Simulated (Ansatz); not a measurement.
**SiBH₃SO: taking an electron away**

Computed with Ansatz 0.2.0, Gaussian basis. Level: unrestricted cation, the program's frozen cores in correlated methods.

Levels to be run: UKS PBE-D4/def2-TZVPP; UKS r2SCAN-D4/def2-TZVPP; UKS PBE0-D4/def2-TZVPP; UKS B3LYP-D4/def2-TZVPP; UKS wB97X-V/def2-TZVPP; UKS wB97M-V/def2-TZVPP; UKS B2PLYP/def2-TZVPP; UHF-CCSD(T)/def2-TZVPP; UHF-MP2/def2-QZVPP; extrapolation to the limit; then −ε(HOMO) from the neutral's earlier runs with LDA (SPW92), PBE-D4, revPBE-D4, BLYP-D4, r2SCAN-D4, B97M-V, PBE0-D4, B3LYP-D4, r2SCANh-D4, r2SCAN0-D4, HSE06-D4, BHLYP-D4, CAM-B3LYP-D4, LC-ωPBE, ωB97X-V, ωB97M-V.

## Step 1: The relaxed structure

The geometry comes from an earlier relaxation with PBE0-D4/def2-TZVP; it is a stationary point, not always the lowest conformer.

SMILES `S[SiH]1BO1`, 7 atoms, charge 0, spin multiplicity 1.

Atoms are counted from 1 here; the program's logs count them from 0.

Bond lengths: S1–Si2 2.115 Å, S1–H5 1.344 Å, Si2–B3 1.894 Å, Si2–O4 1.749 Å, Si2–H6 1.478 Å, B3–O4 1.342 Å, B3–H7 1.189 Å. Angles: Si2–S1–H5 95.1°, S1–Si2–B3 123.8°, S1–Si2–O4 115.8°, S1–Si2–H6 109.9°, B3–Si2–O4 43.0°, B3–Si2–H6 125.9°, O4–Si2–H6 109.5°, Si2–B3–O4 62.7°, Si2–B3–H7 165.6°, O4–B3–H7 131.7°, Si2–O4–B3 74.2°.

## Step 2: Cation, UKS PBE-D4/def2-TZVPP

The input, in.yaml:

```yaml
crystal:
  periodic: [false, false, false]
  atoms:
    - {symbol: S, position_ang: [-2.056464, -0.135160, 0.421752]}
    - {symbol: Si, position_ang: [-0.010890, 0.369977, 0.242789]}
    - {symbol: B, position_ang: [1.385416, -0.905212, 0.139096]}
    - {symbol: O, position_ang: [0.870759, -0.461173, -1.018552]}
    - {symbol: H, position_ang: [-2.503764, 0.929448, -0.266767]}
    - {symbol: H, position_ang: [0.133570, 1.830485, 0.064435]}
    - {symbol: H, position_ang: [2.242574, -1.696364, 0.371546]}
basis:
  gaussian: {orbitals: def2-TZVPP}
total_charge: 1
magnetization: {spin_polarized: true, initial_magnetization: 1}
hamiltonian: {xc: pbe, dispersion: d4}
```

Command:

```console
ansatz run in.yaml --threads 2 --pin off --events-out ev --progress --plain --max-ram 4352MiB
```

Q: Estimate wall time and peak memory on 2 threads of Intel Xeon Platinum 8488C, shared host.

About 6 s, with a peak of 0.3 GiB.
